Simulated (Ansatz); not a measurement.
## C2H6SSe, SMILES CC(S)[SeH]: a rigid scan of one bond length

Computed with the Python package of Ansatz (0.2.0).

`c2h6sse.xyz`
```text
10

C    -0.40840    1.06210    0.08730
C    -0.06610   -0.36610    0.00580
S     1.52200   -0.54530   -0.82230
Se    0.11380   -1.09600    1.80080
H     0.30350    1.67740    0.62820
H    -0.53890    1.54460   -0.94990
H    -1.41520    1.21260    0.58160
H    -0.78900   -0.90910   -0.57580
H     1.06390   -0.11860   -2.01890
H     0.29760   -2.51290    1.26620
```

Script `scan.py`:
```python
# -*- coding: utf-8 -*-
"""Potential curve of C2H6SSe along one bond."""

import warnings

import ansatz as az
import numpy as np

warnings.simplefilter("ignore", az.DeckWarning)

molecule = az.Crystal.molecule_from_extxyz("c2h6sse.xyz")

symbols = [site.symbol for site in molecule.cartesian_sites]
start = np.array([site.position_ang for site in molecule.cartesian_sites])
axis = (start[8] - start[2]) / np.linalg.norm(start[8] - start[2])
moving = [8]
lengths, energies = [1.188, 1.242, 1.296, 1.35, 1.404, 1.459, 1.513, 1.594], []
for length in lengths:
    xyz = start.copy()
    xyz[moving] += (length - np.linalg.norm(start[8] - start[2])) * axis
    point = az.Crystal.molecule()
    for symbol, xyz in zip(symbols, xyz):
        point = point.atom(symbol, xyz.tolist())
    calc = (
        point.calculation()
        .basis(gaussian="def2-SVP")
        .functional("r2scan")
        .scf(lower_state_search="standard")
    )
    summary = calc.run(threads=1).report
    energies.append(summary["free_energy_ev"])
    print(f"r = {length:6.3f} A  E = {energies[-1]:.5f} eV  <S^2> = {abs(summary['mean_field']['state']['spin_squared']):.3f}")

# quartic fit about the minimum
fit = np.polynomial.Polynomial.fit(lengths, np.array(energies) - min(energies), 4).convert()
roots = [r.real for r in fit.deriv().roots() if abs(r.imag) < 1e-9 and fit.deriv(2)(r.real) > 0]
r_e = min(roots, key=lambda r: abs(r - lengths[int(np.argmin(energies))]))
print(f"minimum of the fit at {r_e:.4f} A, force constant {fit.deriv(2)(r_e):.2f} eV/A^2")
```

```console
$ python scan.py
r =  1.188 A  E = -78340.86887 eV  <S^2> = 0.000
r =  1.242 A  E = -78341.15428 eV  <S^2> = 0.000
r =  1.296 A  E = -78341.30689 eV  <S^2> = 0.000
r =  1.350 A  E = -78341.35847 eV  <S^2> = 0.000
r =  1.404 A  E = -78341.33386 eV  <S^2> = 0.000
r =  1.459 A  E = -78341.25046 eV  <S^2> = 0.000
r =  1.513 A  E = -78341.12660 eV  <S^2> = 0.000
r =  1.594 A  E = -78340.88797 eV  <S^2> = 0.000
minimum of the fit at 1.3568 A, force constant 25.21 eV/A^2
```

The settings weren't tested for convergence. The rest of the molecule is held rigid at a force-field or estimated start geometry, and the basis set is modest; single-reference methods fail as a bond breaks. The orbitals are restricted, so S² is zero by construction. Run time: 49 s on 1 thread of Arm Neoverse V2, with other jobs on the host, peak memory 0.24 GiB.

(A comment or docstring line of the script was reworded after the run, the code is as it ran; lines on the test bed's own set-up are left out of the output.)
